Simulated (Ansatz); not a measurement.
# Ca2Pd: the cost of one run

Method: DFT PBE, scalar-relativistic, plane waves, PAW, in Ansatz 0.2.0.

## Step 1: The system as given

Symmetry: Pnnm, No. 58, orthorhombic system. Conventional cell: a = 5.177 Å, b = 6.319 Å, c = 3.945 Å, α = 90.00°, β = 90.00°, γ = 90.00°. Ca (site symmetry m) is surrounded by 1 Ca at 2.58 Å and 3 Pd at 2.61 to 2.62 Å. Around Pd (site symmetry 2/m) lie 6 Ca at 2.61 to 2.62 Å.

Structure file:

```
CELL_PARAMETERS angstrom
5.17727 0.00000 0.00000
0.00000 6.31882 0.00000
0.00000 0.00000 3.94463
ATOMIC_POSITIONS crystal
Ca 0.20040 0.37870 0.00000
Ca 0.79960 0.62130 0.00000
Ca 0.70040 0.12130 0.50000
Ca 0.29960 0.87870 0.50000
Pd 0.00000 0.00000 0.00000
Pd 0.50000 0.50000 0.50000
```

This is candidate A: marcasite type (Pnnm, No. 58).

(A quick probe on a coarse mesh, which set the mesh and smearing, is not shown.)

## Step 3: Coarse relaxation (candidate A)

Contents of input.yaml:

```yaml
crystal:
  lattice:
    - [5.1772749857, 0.0, 0.0]
    - [0.0, 6.3188241658, 0.0]
    - [0.0, 0.0, 3.9446348404]
  atoms:
    - { symbol: Ca, position: [0.2004, 0.3787, 0.0] }
    - { symbol: Ca, position: [0.7996, 0.6213, 0.0] }
    - { symbol: Ca, position: [0.7004, 0.1213, 0.5] }
    - { symbol: Ca, position: [0.2996, 0.8787, 0.5] }
    - { symbol: Pd, position: [0.0, 0.0, 0.0] }
    - { symbol: Pd, position: [0.5, 0.5, 0.5] }
basis:
  ecutwfc: 420
kpoints:
  mp_grid: { grid: [4, 4, 4] }
hamiltonian:
  xc: pbe
scf:
  occupations: { method: gaussian, width: 0.1 }
  lower_state_search: "off"
output:
  forces: true
  stress: true
  eigenvalues: true
relax:
  adjacent_minimum: "off"
  f_tol: 0.04
  max_steps: 70
  cell: { stress_tol: 0.4 }
```

The run is started by

```
$ ansatz run input.yaml --threads 1 --pin off --max-ram 2560MiB --backend cpu --events-out ev --progress --plain --runs-dir out
```

Q: Estimate wall time and peak memory on 1 thread of Arm Neoverse V2, shared host.

About 2.1 min, with a peak of 0.49 GiB.
